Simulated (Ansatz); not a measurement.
# Cd3TeSe2: the cost of one run

Method: DFT PBE, scalar-relativistic, plane waves, PAW, in Ansatz 0.2.0.

### 1 The starting structure

Symmetry: P6_3mc, No. 186, hexagonal system. Conventional cell: a = 4.482 Å, b = 4.482 Å, c = 21.979 Å, α = 90.00°, β = 90.00°, γ = 120.00°. Around Cd (site symmetry 3m) lie 1 Se at 2.68 Å and 3 Te at 2.81 Å. Cd (site symmetry 3m) is surrounded by 3 Se at 2.72 Å and 1 Te at 2.87 Å. Cd (site symmetry 3m) is surrounded by 4 Se at 2.69 to 2.72 Å. Te (site symmetry 3m) has 4 Cd at 2.81 to 2.87 Å in its first shell of neighbours. Around Se (site symmetry 3m) lie 4 Cd at 2.68 to 2.72 Å. Se (site symmetry 3m) is surrounded by 4 Cd at 2.69 to 2.72 Å.

As a file:

```cif
data_structure
_symmetry_space_group_name_H-M 'P 1'
_symmetry_Int_Tables_number 1
_cell_length_a 4.4815
_cell_length_b 4.4815
_cell_length_c 21.9786
_cell_angle_alpha 90.000
_cell_angle_beta 90.000
_cell_angle_gamma 120.000
_cell_volume 382.28
loop_
_atom_site_label
_atom_site_type_symbol
_atom_site_fract_x
_atom_site_fract_y
_atom_site_fract_z
_atom_site_occupancy
Cd1 Cd 0.33333 0.66667 0.00702 1
Cd2 Cd 0.33333 0.66667 0.32656 1
Cd3 Cd 0.33333 0.66667 0.66650 1
Cd4 Cd 0.66667 0.33333 0.16650 1
Cd5 Cd 0.66667 0.33333 0.50702 1
Cd6 Cd 0.66667 0.33333 0.82656 1
Te1 Te 0.33333 0.66667 0.45699 1
Te2 Te 0.66667 0.33333 0.95698 1
Se1 Se 0.33333 0.66667 0.12900 1
Se2 Se 0.33333 0.66667 0.78894 1
Se3 Se 0.66667 0.33333 0.28893 1
Se4 Se 0.66667 0.33333 0.62900 1
```

It is the end of an earlier relaxation with the same method, from a generated guess; it needn't be the stable form of this composition. At a tolerance of 0.02 Å it has space group P6_3mc (No. 186); it has 31.86 Å³/atom, an uncorrected energy of -0.56 eV/atom over the elements and, on its mesh, gap 0.12 eV.

### 2 Band edges anywhere in the zone

Input file input.yaml:

```yaml
crystal:
  lattice:
    - [4.481518195, 0.0, 0.0]
    - [-2.2407590975, 3.8811086044, 0.0]
    - [0.0, 0.0, 21.9785877]
  atoms:
    - { symbol: Cd, position: [0.3333333333, 0.6666666667, 0.007022] }
    - { symbol: Cd, position: [0.3333333333, 0.6666666667, 0.326562] }
    - { symbol: Cd, position: [0.3333333333, 0.6666666667, 0.666497] }
    - { symbol: Cd, position: [0.6666666667, 0.3333333333, 0.166497] }
    - { symbol: Cd, position: [0.6666666667, 0.3333333333, 0.507022] }
    - { symbol: Cd, position: [0.6666666667, 0.3333333333, 0.826562] }
    - { symbol: Te, position: [0.3333333333, 0.6666666667, 0.456985] }
    - { symbol: Te, position: [0.6666666667, 0.3333333333, 0.956985] }
    - { symbol: Se, position: [0.3333333333, 0.6666666667, 0.129] }
    - { symbol: Se, position: [0.3333333333, 0.6666666667, 0.788935] }
    - { symbol: Se, position: [0.6666666667, 0.3333333333, 0.288935] }
    - { symbol: Se, position: [0.6666666667, 0.3333333333, 0.629] }
basis:
  ecutwfc: 420
kpoints:
  mp_grid: { grid: [12, 12, 2] }
  band_path: { path: [VBM, CBM], npoints: 2 }
hamiltonian:
  xc: pbe
scf:
  occupations: { method: gaussian, width: 0.01 }
output:
  forces: false
  stress: false
  eigenvalues: true
checkpoint:
  read: start.run
  write: ck
  compress: false
  write_wavefunctions: false
  write_every: 100000
```

Started as:

```
> ansatz run input.yaml --threads 4 --pin off --max-ram 8192MiB --backend cpu --events-out ev --progress --plain --runs-dir out
```

**Question.** How long does this run take on 4 threads of Arm Neoverse V1, shared host, and how much memory does it need?

About 2.2 min, with a peak of 1.9 GiB.
